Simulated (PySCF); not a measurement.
# C3H9Te: the cost of one run

Programs: PySCF 2.14.0, with routines of our own; each step states its level. All values are computed. Atoms count from 0.

## (1) The system as given

13 atoms, charge 1, multiplicity 1; geometry from: GFN2-xTB.

## (2) Geometry optimisation at PBE0-D3(BJ)/def2-SVP

What the job is given:

```
{"job": {"xc": "PBE0", "basis": "def2-SVP", "d3": "d3bj", "grid": 1, "maxiter": 30, "shake": 0.01, "kind": "geom"}, "charge": 1, "multiplicity": 1}
C     -0.441620     1.726610     0.308410
Te    -0.230740    -0.180340     1.196470
C      1.700070    -0.536430     0.376870
C     -1.247050    -1.232410    -0.334350
H     -0.199840     1.692380    -0.760820
H      0.180590     2.460110     0.821770
H     -1.488400     2.059990     0.421120
H      1.733130    -0.299270    -0.683720
H      1.974260    -1.573030     0.568520
H      2.431680     0.095020     0.919030
H     -0.925510    -0.923140    -1.298660
H     -1.111270    -2.299630    -0.182460
H     -2.369480    -1.006770    -0.241100
```

Run with:

```sh
OMP_NUM_THREADS=1 python heavy_run.py task.json out
```

The driver reads the jobs from task.json and runs them one after another.

Q: Estimate the wall time and peak memory of this first job on 1 thread of Arm Neoverse V2, shared host.

About 30 s, with a peak of 0.48 GiB.
